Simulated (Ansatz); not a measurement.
# CH3F2InSi: the cost of one run

Program: Ansatz 0.2.0, driven from Python. Level of theory: PBE0-DH/def2-SVP. These are calculated values, not measurements.

### Step 1. The system

Bond lengths: F1–C2 1.412 Å, C2–F3 1.379 Å, C2–Si4 1.828 Å, C2–In5 2.273 Å, Si4–In5 2.046 Å, Si4–H6 1.477 Å, Si4–H7 1.450 Å, In5–H8 1.474 Å. Angles (14 of 15 angles, heavy atoms first): F1–C2–F3 110.0°, F1–C2–Si4 109.8°, F1–C2–In5 153.9°, F3–C2–Si4 109.9°, F3–C2–In5 96.1°, Si4–C2–In5 58.7°, C2–Si4–In5 71.6°, C2–In5–Si4 49.8°, C2–Si4–H6 112.2°, C2–Si4–H7 111.9°, In5–Si4–H6 152.6°, In5–Si4–H7 91.4°, C2–In5–H8 98.9°, Si4–In5–H8 65.9°.

The script holds or builds the structure itself.

### Step 2. Script

File ch3f2insi_energy.py:

```python
# -*- coding: utf-8 -*-
"""Single point of CH3F2InSi in a Gaussian basis."""

import argparse

import ansatz as az

parser = argparse.ArgumentParser(description="Single point of CH3F2InSi in a Gaussian basis.")
parser.add_argument("--basis", required=True, help="basis")
args = parser.parse_args()

geometry_ang = [
    ("F", [2.1545, -0.0499, 0.5983]),
    ("C", [0.8718, -0.6169, 0.4321]),
    ("F", [0.3595, -0.9923, 1.6564]),
    ("Si", [-0.243, 0.5943, -0.3634]),
    ("In", [-0.9197, -1.2878, -0.7949]),
    ("H", [-0.2999, 1.8705, 0.3781]),
    ("H", [0.1105, 0.8241, -1.7504]),
    ("H", [-1.9415, -0.3991, -0.212]),
]
geometry = az.Crystal.molecule()
for symbol, xyz in geometry_ang:
    geometry = geometry.atom(symbol, xyz)

base = (
    geometry.calculation()
    .basis(gaussian=args.basis)
    .functional(az.LibraryFunctional("PBE0-DH"))
)
summary = base.session().plan(threads=1).execute().report

for key in ("converged", "free_energy_ev", "reference_energy_ev", "n_frozen", "n_occupied", "n_virtual"):
    print(f"{key:22s} {summary[key]}")
```

### Step 3. Launch

Run with:

```
> python ch3f2insi_energy.py --basis def2-SVP
```

**Question.** How long does this script take on 1 thread of Arm Neoverse V1, shared host, and how much memory does it need?

About 8.1 s, with a peak of 0.27 GiB.
